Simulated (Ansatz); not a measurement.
# H3CCl: the cost of one run

Method: DFT PBE, plane waves, PAW, scalar-relativistic, no spin polarisation, in Ansatz 0.2.0.

## (1) Starting point

The cell holds 30 atoms (C6H18Cl6): a = 8.203 Å, b = 8.203 Å, c = 8.203 Å, α = 90.00°, β = 90.00°, γ = 90.00°.

Its coordinates follow in the input file.

## (2) Relaxing the start

input.yaml

```yaml
accuracy: low
crystal:
  lattice:
    - [8.203132, 0.0, 0.0]
    - [0.0, 8.203132, 0.0]
    - [0.0, 0.0, 8.203132]
  atoms:
    - { symbol: C, position: [0.2241159, 1.0075879, 0.6066161] }
    - { symbol: Cl, position: [0.2338987, 0.8720421, 0.7753639] }
    - { symbol: H, position: [0.2424957, 1.1316088, 0.6499349] }
    - { symbol: H, position: [0.3191331, 0.9752431, 0.519892] }
    - { symbol: H, position: [0.1048917, 0.9966495, 0.5495068] }
    - { symbol: C, position: [0.6710836, 0.5453663, 0.1082791] }
    - { symbol: Cl, position: [0.7365891, 0.4955133, 0.3086983] }
    - { symbol: H, position: [0.6069496, 0.6614322, 0.1116051] }
    - { symbol: H, position: [0.7772829, 0.5544284, 0.0293164] }
    - { symbol: H, position: [0.5899998, 0.4499331, 0.064536] }
    - { symbol: C, position: [0.2789103, 0.1959399, 0.2892515] }
    - { symbol: Cl, position: [0.1488687, 0.0560048, 0.1870188] }
    - { symbol: H, position: [0.3046638, 0.2977856, 0.2082593] }
    - { symbol: H, position: [0.2178449, 0.2393152, 0.3987281] }
    - { symbol: H, position: [0.3916815, 0.1340712, 0.3216621] }
    - { symbol: C, position: [1.0014431, 0.5006371, 0.8014545] }
    - { symbol: Cl, position: [0.8342395, 0.53014, 0.6668562] }
    - { symbol: H, position: [1.1140718, 0.5272149, 0.7366169] }
    - { symbol: H, position: [0.9882733, 0.5824876, 0.9050043] }
    - { symbol: H, position: [1.0015789, 0.3746353, 0.8429159] }
    - { symbol: C, position: [0.7852353, 0.9128059, 0.5835754] }
    - { symbol: Cl, position: [0.824938, 1.10418, 0.6770838] }
    - { symbol: H, position: [0.7939375, 0.9266174, 0.4519356] }
    - { symbol: H, position: [0.8749175, 0.8247612, 0.6260109] }
    - { symbol: H, position: [0.6632022, 0.873047, 0.6170814] }
    - { symbol: C, position: [0.2368137, 0.6610532, 0.2708357] }
    - { symbol: Cl, position: [0.2038565, 0.5948694, 0.4744965] }
    - { symbol: H, position: [0.1194936, 0.6741251, 0.2103324] }
    - { symbol: H, position: [0.2999248, 0.7777021, 0.2731899] }
    - { symbol: H, position: [0.3106536, 0.5707547, 0.2076743] }
basis:
  ecutwfc: 420.0
kpoints:
  mp_grid: { grid: [1, 1, 1] }
hamiltonian:
  xc: pbe
scf:
  occupations: { method: fermi_dirac, width: 0.02 }
  lower_state_search: "off"
relax:
  f_tol: 0.3
  max_steps: 15
  adjacent_minimum: "off"
output:
  write_density: true
  write_potential: true
  elf: true
  volumetric_format: npy
```

Command:

```console
$ ansatz run input.yaml --threads 1 --pin off --max-ram 3072MiB --backend cpu --events-out ev --progress --plain --runs-dir out
```

Q: Estimate wall time and peak memory on 1 thread of an x86-64 CPU, shared host.

About 6 s, with a peak of 0.54 GiB.
